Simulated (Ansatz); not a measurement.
# CHAlFNO: vertical ionisation energy

How much energy removes an electron from CHAlFNO at fixed geometry? The cation is run at each level and the neutral's energy taken from earlier runs.

Computed with Ansatz 0.2.0, Gaussian basis. Level: unrestricted cation, the program's frozen cores in correlated methods.

Plan: UKS PBE-D4/def2-TZVPP; UKS r2SCAN-D4/def2-TZVPP; UKS PBE0-D4/def2-TZVPP; UKS B3LYP-D4/def2-TZVPP; UKS wB97X-V/def2-TZVPP; UKS wB97M-V/def2-TZVPP; UKS B2PLYP/def2-TZVPP; UHF-CCSD(T)/def2-TZVPP; UHF-CCSD(T)/def2-QZVPP; extrapolation to the limit; then −ε(HOMO) from the neutral's earlier runs with LDA (SPW92), PBE-D4, revPBE-D4, BLYP-D4, r2SCAN-D4, B97M-V, PBE0-D4, B3LYP-D4, r2SCANh-D4, r2SCAN0-D4, HSE06-D4, BHLYP-D4, CAM-B3LYP-D4, LC-ωPBE, ωB97X-V, ωB97M-V.

### Step 1. Structure used throughout

The geometry comes from an earlier relaxation with PBE0-D4 in a triple-zeta def2 set; it is a stationary point.

SMILES `O=C=[N][AlH][F]`, 6 atoms, charge 0, spin multiplicity 1.

Atoms are counted from 1 here; the program's logs count them from 0.

Bond lengths: O1–C2 1.164 Å, C2–N3 1.196 Å, N3–Al4 1.755 Å, Al4–F5 1.641 Å, Al4–H6 1.560 Å. Angles: O1–C2–N3 179.7°, C2–N3–Al4 178.7°, N3–Al4–F5 117.6°, N3–Al4–H6 122.3°, F5–Al4–H6 120.0°.

Geometry (Å):

```mol
CHAlFNO
  3D, bonds by distance, orders not assigned

  6  5  0  0  0  0  0  0  0  0999 V2000
    1.0300   -2.6273   -0.7669 O   0  0
    0.6189   -1.5862   -0.4490 C   0  0
    0.1953   -0.5180   -0.1162 N   0  0
   -0.4205    1.0624    0.3344 Al  0  0
   -0.4800    2.2163   -0.8308 F   0  0
   -0.9015    1.3890    1.7823 H   0  0
  1  2  8  0
  2  3  8  0
  3  4  8  0
  4  5  8  0
  4  6  8  0
M  END
```

### Step 2. Cation, UKS PBE-D4/def2-TZVPP

in.yaml

```yaml
crystal:
  periodic: [false, false, false]
  atoms:
    - {symbol: O, position_ang: [1.029959, -2.627332, -0.766897]}
    - {symbol: C, position_ang: [0.618866, -1.586230, -0.449043]}
    - {symbol: N, position_ang: [0.195317, -0.518007, -0.116190]}
    - {symbol: Al, position_ang: [-0.420501, 1.062413, 0.334443]}
    - {symbol: F, position_ang: [-0.480007, 2.216297, -0.830808]}
    - {symbol: H, position_ang: [-0.901532, 1.388959, 1.782294]}
basis:
  gaussian: {orbitals: def2-TZVPP}
total_charge: 1
magnetization: {spin_polarized: true, initial_magnetization: 1}
hamiltonian: {xc: pbe, dispersion: d4}
```

Command:

```
$ ansatz run in.yaml --threads 2 --pin off --events-out ev --progress --plain --max-ram 20480MiB --backend cpu
```

Further steps of the session: Cation, UKS r2SCAN-D4/def2-TZVPP; Cation, UKS PBE0-D4/def2-TZVPP; Cation, UKS B3LYP-D4/def2-TZVPP; Cation, UKS wB97X-V/def2-TZVPP; Cation, UKS wB97M-V/def2-TZVPP; Cation, UKS B2PLYP (frozen core)/def2-TZVPP; Cation, UHF-CCSD(T)/def2-TZVPP; Cation, UHF-CCSD(T)/def2-QZVPP.

Q: Predict the results of all the runs planned. Wanted: ionisation energy, CCSD(T)/CBS; nearest functional by difference; nearest −ε(HOMO); −ε(HOMO) of PBE; T1 of the cation.

The runs gave:

```
                        quantity               value
  ionisation energy, CCSD(T)/CBS            11.62 eV
nearest functional by difference   B2PLYP (-0.14 eV)
                nearest −ε(HOMO)  LC-ωPBE (+0.07 eV)
                 −ε(HOMO) of PBE             7.56 eV
                T1 of the cation               0.031
```

What this shows: Energy differences with functionals land within 0.66 eV of the reference. The PBE orbital energy is 4.1 eV too small: a semilocal HOMO is no ionisation energy. Among orbital estimates LC-ωPBE comes nearest. Hartree-Fock falls 1.40 eV short, as the neutral has more correlation energy than the cation. The cation's T1 (from the report) is 0.031, near the customary mark of 0.045 for open shells, so the coupled-cluster value is less safe.
